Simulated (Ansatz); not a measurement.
# CH₄SSeSi, SMILES [SeH][SiH]1CS1: a rigid scan of one bond angle

With the Ansatz DFT code, driven from Python.

Notebook, run cell by cell (the value of a cell's last expression is shown):

```python
import ansatz as az
from ase import Atoms
```

```python
atoms = Atoms(["Se", "Si", "C", "S", "H", "H", "H", "H"], positions=[
    [-1.2588, 1.8076, -0.8132],
    [0.4432, 0.7738, 0.1597],
    [0.1321, -0.9908, 0.4798],
    [1.1551, -0.9385, -1.0574],
    [-1.9055, 0.5077, -1.3014],
    [1.5906, 1.4847, 0.7711],
    [-0.86, -1.3205, 0.3729],
    [0.7955, -1.3812, 1.3327],
])
```

```python
# relax first, so that the scan starts from a minimum
first = az.Crystal.molecule_from_ase(atoms).calculation()
first = first.basis(gaussian="def2-SVP")
first = first.functional("cam_b3lyp")
first = first.relax(force_tolerance=0.02, max_steps=80)
atoms.positions = first.run(threads=1).report["positions_ang"]
```

```python
rows = []
for angle in [85, 95, 105, 115, 125, 140, 160]:
    bent = atoms.copy()
    bent.set_angle(1, 0, 4, angle, indices=[4])
    base = (
        az.Crystal.molecule_from_ase(bent).calculation()
        .basis(gaussian="def2-SVP")
        .functional("cam_b3lyp")
    )
    rows.append((angle, base.run(threads=1).report["free_energy_ev"]))
floor = min(e for _, e in rows)
for angle, e in rows:
    print(f"angle Si1-Se0-H4 = {angle:3d} deg   {1000 * (e - floor):9.1f} meV")
```

    angle Si1-Se0-H4 =  85 deg        28.4 meV
    angle Si1-Se0-H4 =  95 deg         0.0 meV
    angle Si1-Se0-H4 = 105 deg        76.5 meV
    angle Si1-Se0-H4 = 115 deg       250.1 meV
    angle Si1-Se0-H4 = 125 deg       510.1 meV
    angle Si1-Se0-H4 = 140 deg      1026.9 meV
    angle Si1-Se0-H4 = 160 deg      1797.7 meV

The scan is rigid, and the energies are electronic, in a modest basis. The zero is the lowest point of the grid, which needn't be the minimum. Hardware and time: 72 s on 1 thread of Arm Neoverse V2, with other jobs on the host, peak memory 0.36 GiB.
